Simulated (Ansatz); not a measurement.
# TaN: the cost of one run

Computed with Ansatz 0.2.0, driven from Python. Level of theory: DFT PBEsol, plane waves, PAW.

### Step 1. The structure

Symmetry: P-6m2, No. 187, hexagonal system. Conventional cell: a = 2.938 Å, b = 2.938 Å, c = 2.883 Å, α = 90.00°, β = 90.00°, γ = 120.00°. Ta (site symmetry -6m2) is surrounded by 6 N at 2.23 Å. N (site symmetry -6m2) is surrounded by 6 Ta at 2.23 Å.

No structure file is read: the coordinates are typed or built in the script.

### Step 2. The code

strain_tan.py

```python
"""Energy of TaN under tetragonal strain, ions carried with the cell."""

import warnings

import ansatz as az
import numpy as np

XC = "PBEsol"
ECUT = 520
KMESH = (13, 13, 12)

vectors0 = np.array([
    [2.938, 0.0, 0.0],
    [-1.469, 2.544383, 0.0],
    [0.0, 0.0, 2.883],
])
sites = [
    ("Ta", (1 / 3, 2 / 3, 0.5)),
    ("N", (0.0, 0.0, 0.0)),
]


def on_lattice(cell):
    crystal = az.Crystal(lattice=az.Lattice.of(cell))
    for symbol, position in sites:
        crystal = crystal.atom(symbol, position)
    return crystal


def main() -> None:
    warnings.simplefilter("ignore", az.DeckWarning)

    # clamped ions: the fractional positions stay as typed
    values = np.linspace(-0.02, 0.02, 7)
    energies = []
    for d in values:
        strain = np.diag([d, d, (1 + d) ** -2 - 1])
        cell = vectors0 @ (np.eye(3) + strain)
        base = (
            on_lattice(cell).calculation()
            .functional(XC)
            .occupations(az.OccupationsMethod.FERMI_DIRAC, width=50 * az.meV)
            .basis(ECUT)
            .kpoints(*KMESH)
        )
        rep = base.run(threads=1, backend="cpu").report
        energies.append(rep["free_energy_ev"] / len(sites))
        print(f"d = {d:+.4f}  F = {energies[-1]:.5f} eV/atom")
    energies = np.array(energies)

    for value, e in zip(values, energies):
        print(f"strain {value:7.3f}   E - Emin = {1000 * (e - energies.min()):9.3f} meV/atom")
    curvature = 2 * np.polyfit(values, energies, 3)[1]
    volume = abs(np.linalg.det(vectors0)) / len(sites)
    print(f"d2E/dd2 over the volume: {curvature / volume * 160.21766:.1f} GPa")


if __name__ == "__main__":
    main()
```

### Step 3. The input behind the calls

The engine receives this input (first run):

```yaml
crystal:
  lattice:
    - [2.8792400000000002, 0.0, 0.0]
    - [-1.4396200000000001, 2.49349534, 0.0]
    - [0.0, 0.0, 3.0018742190753853]
  atoms:
    - { symbol: Ta, position: [0.3333333333333333, 0.6666666666666666, 0.5] }
    - { symbol: "N", position: [0.0, 0.0, 0.0] }
basis:
  ecutwfc: 520.0
kpoints:
  mp_grid:
    grid: [13, 13, 12]
hamiltonian:
  xc: pbesol
scf:
  occupations:
    method: fermi_dirac
    width: 0.05
```

### Step 4. Running it

Launch:

```
$ python strain_tan.py
```

**Question.** How long does this script take on 1 thread of Arm Neoverse V1, shared host, and how much memory does it need?

About 30 s, with a peak of 0.41 GiB.
